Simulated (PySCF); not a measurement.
# How the numerical set-up moves the result for NaAs (triplet)

The method stays; parts of the set-up, such as the basis or the Hamiltonian, are changed.

Computed with PySCF 2.14.0. Level: each script names its method and basis.

2 further runs of the same task are left out: 2 that didn't finish.

### Step 1. Where the work starts

NaAs (triplet): 2 atoms, charge 0, spin multiplicity 3.

Bond lengths: Na1–As2 2.750 Å.

### Step 2. The base run

input.py

```python
from pyscf import gto, scf, mp

mol = gto.M(
    atom='Na 0 0 0; As 0 0 2.75',
    basis='def2-svpd',
    charge=0,
    spin=2,
    verbose=4,
)
mf = scf.UHF(mol)
mf.kernel()
mp.MP2(mf).kernel()
mf.dip_moment()
print('orbital energies (hartree):', [e[max(0, n-3):n+3].round(4) for e, n in zip(mf.mo_energy, mol.nelec)])
```

Launch:

```console
$ OMP_NUM_THREADS=1 python input.py
```

The log of this run is left out.

It gives: E(SCF) = -2395.720084 Eh, 12 cycles, E(MP2) − E(SCF) = -0.24242 Eh, ⟨S²⟩ = 2.073, μ = 7.68 D (of the SCF density).

The bond length is a typed value, not an optimised one. The triplet is typed in the script; nothing here shows that it is the ground state.

### Step 3. 6-31g*

Variant 1 changes basis set: def2-svpd → 6-31g*.

input.py

```python
from pyscf import gto, scf, mp

mol = gto.M(
    atom='Na 0 0 0; As 0 0 2.75',
    basis='6-31g*',
    charge=0,
    spin=2,
    verbose=4,
)
mf = scf.UHF(mol)
mf.kernel()
mp.MP2(mf).kernel()
mf.dip_moment()
print('orbital energies (hartree):', [e[max(0, n-3):n+3].round(4) for e, n in zip(mf.mo_energy, mol.nelec)])
```

Launch:

```console
$ OMP_NUM_THREADS=1 python input.py
```

### Step 4. Cc-pvdz-dk (X2C on)

Variant 2 changes basis set: def2-svpd → cc-pvdz-dk; spin-free X2C: off → on.

Edit input.py of step 2 so:

```diff
@@ -4,3 +4,3 @@
     atom='Na 0 0 0; As 0 0 2.75',
-    basis='def2-svpd',
+    basis='cc-pvdz-dk',
     charge=0,
@@ -10,2 +10,3 @@
 mf = scf.UHF(mol)
+mf = mf.sfx2c1e()
 mf.kernel()
```

### Step 5. Spin-free X2C on

Variant 3 changes spin-free X2C: off → on.

Edit input.py of step 2 so:

```diff
@@ -10,2 +10,3 @@
 mf = scf.UHF(mol)
+mf = mf.sfx2c1e()
 mf.kernel()
```

**Question.** What will these runs give? Wanted: for each run, E(SCF); from base; gap, α spin; SCF dipole; after the SCF.

**Answer**, as computed:

```
                run  E(SCF) (hartree)  from base (eV)  cycles  gap, α spin (eV)  SCF dipole (D)  functions              after the SCF
               base      -2395.720084               0      12              7.20            7.68         56  MP2 correlation -6.597 eV
             6-31g*      -2395.751740         -0.8614      12              7.39            7.51         50  MP2 correlation -7.163 eV
cc-pvdz-dk (X2C on)      -2420.997731  not comparable      12              7.62            6.64         45  MP2 correlation -2.769 eV
   spin-free X2C on      -2415.338876       -533.8545      13              7.35            7.33         56  MP2 correlation -6.509 eV
```

**Reading.** Of the runs whose energies can be compared, “spin-free X2C on” moves the SCF energy most (-533.855 eV). 6-31g* (50 functions) gives an energy 0.86 eV lower than def2-svpd (56); size alone doesn't order basis sets of different families. Scalar relativity lowers the total energy by 533.85 eV, nearly all of it in the inner shells; a basis contracted without relativity catches only part of it.
